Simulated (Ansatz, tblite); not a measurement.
# SnHMe2I (C2H7ISn): a ladder of methods and basis sets

Aim: run the singlet of SnHMe2I (C2H7ISn) at one geometry on many levels, and compare frontier levels, spin and run time.

Computed with Ansatz 0.2.0, Gaussian basis. Level: as each input shows.

Plan: GFN1-xTB, GFN2-xTB, PBE-D4/def2-TZVP, r2SCAN-D4/def2-TZVP, ωB97X-V/def2-TZVP, ωB97M-V/def2-TZVP, B3LYP-D4/def2-TZVP, PBE-D4/def2-SVP, PBE0-D4/def2-SVP, PBE0-D4/def2-TZVPD, PBE-D4/def2-TZVPD, ωB97X-V/def2-TZVPD, CCSD(T)/def2-TZVP, RPA/def2-TZVP.

3 further runs of the same task are left out: 3 set aside as unsound or not needed.

## 1. The structure

The geometry is that of the singlet, from an earlier relaxation (r2SCAN-D4/def2-SVP).

11 atoms, charge 0, spin multiplicity 1.

Bond lengths: Sn1–H2 1.719 Å, Sn1–C3 2.152 Å, Sn1–C7 2.152 Å, Sn1–I11 2.726 Å, C3–H4 1.101 Å, C3–H5 1.099 Å, C3–H6 1.099 Å, C7–H8 1.099 Å, C7–H9 1.099 Å, C7–H10 1.101 Å. Angles: H2–Sn1–C3 112.4°, H2–Sn1–C7 112.4°, H2–Sn1–I11 105.8°, C3–Sn1–C7 113.1°, C3–Sn1–I11 106.3°, C7–Sn1–I11 106.3°, Sn1–C3–H4 109.8°, Sn1–C3–H5 109.4°, Sn1–C3–H6 109.7°, H4–C3–H5 109.4°, H4–C3–H6 109.4°, H5–C3–H6 109.2°, Sn1–C7–H8 109.7°, Sn1–C7–H9 109.3°, Sn1–C7–H10 109.8°, H8–C7–H9 109.2°, H8–C7–H10 109.4°, H9–C7–H10 109.4°.

I, Sn take a core potential in the def2 sets. No spin-orbit coupling is included.

PBE0-D4/def2-TZVP was run before; its log isn't repeated, and its numbers join the tables.

## 2. GFN1-xTB

Tight binding, by tblite at 300 K electronic temperature and without a spin-polarisation term:

```python
tblite.interface.Calculator('GFN1-xTB', numbers, positions, charge=0, uhf=0).singlepoint()
```

Energy -393.5603 eV, HOMO -11.08 eV, LUMO -6.76 eV; 0.019 s.

## 3. GFN2-xTB

Tight binding, by tblite at 300 K electronic temperature and without a spin-polarisation term:

```python
tblite.interface.Calculator('GFN2-xTB', numbers, positions, charge=0, uhf=0).singlepoint()
```

Energy -374.8678 eV, HOMO -10.98 eV, LUMO -7.22 eV; 0.012 s.

## 4. PBE-D4/def2-TZVP

start.molden holds the orbitals of an earlier run on this state, given as this run's starting guess.

in.yaml reads:

```yaml
crystal:
  periodic: [false, false, false]
  atoms:
    - {symbol: Sn, position_ang: [-0.258610, -0.438215, 0.547382]}
    - {symbol: H, position_ang: [-0.324580, -0.551133, 2.260967]}
    - {symbol: C, position_ang: [1.753967, -0.560067, -0.204359]}
    - {symbol: H, position_ang: [2.346299, 0.285689, 0.176678]}
    - {symbol: H, position_ang: [1.735365, -0.527501, -1.302889]}
    - {symbol: H, position_ang: [2.214361, -1.503145, 0.121458]}
    - {symbol: C, position_ang: [-1.337698, 1.265344, -0.203445]}
    - {symbol: H, position_ang: [-2.379053, 1.227722, 0.145335]}
    - {symbol: H, position_ang: [-1.323736, 1.249594, -1.302383]}
    - {symbol: H, position_ang: [-0.866234, 2.193036, 0.154979]}
    - {symbol: I, position_ang: [-1.560082, -2.641324, -0.393733]}
basis:
  gaussian: {orbitals: def2-TZVP, initial_orbitals: start.molden}
hamiltonian: {xc: pbe, dispersion: d4}
scf: {omitted_lower_state_checks: [starts]}
output: {orbitals: {seedname: orbitals}}
```

Command:

```console
> ansatz run in.yaml --threads 4 --pin off --events-out ev --progress --plain --max-ram 4787MiB
```

After this run come: r2SCAN-D4/def2-TZVP; ωB97X-V/def2-TZVP; ωB97M-V/def2-TZVP; B3LYP-D4/def2-TZVP; PBE-D4/def2-SVP; PBE0-D4/def2-SVP; PBE0-D4/def2-TZVPD; PBE-D4/def2-TZVPD; ωB97X-V/def2-TZVPD; CCSD(T)/def2-TZVP; RPA/def2-TZVP.

Before running them: what should the planned runs give, taken together? Wanted: gap in def2-TZVP, named functionals, smallest and largest; correlation energy, CCSD(T)/def2-TZVP; binding an atom, CCSD(T)/def2-TZVP; PBE0 total energy, smallest basis above largest.

**Answer**, as computed:

```
                                                 quantity                                 value
gap in def2-TZVP, named functionals, smallest and largest  4.40 eV (PBE-D4), 10.54 eV (ωB97X-V)
                    correlation energy, CCSD(T)/def2-TZVP                             -32.67 eV
                       binding an atom, CCSD(T)/def2-TZVP                              3.269 eV
          PBE0 total energy, smallest basis above largest        2.94 eV (def2-SVP, def2-TZVPD)
```

**Reading.** Over the named functionals in def2-TZVP the gap runs from 4.40 eV (PBE-D4) to 10.54 eV (ωB97X-V); exact exchange widens it. The functionals in def2-TZVP miss CCSD(T)/def2-TZVP by +0.097 (B3LYP-D4) to +0.135 eV (PBE-D4) an atom. CCSD(T)/def2-TZVP isn't at the basis-set limit; small misses against it rank nothing.
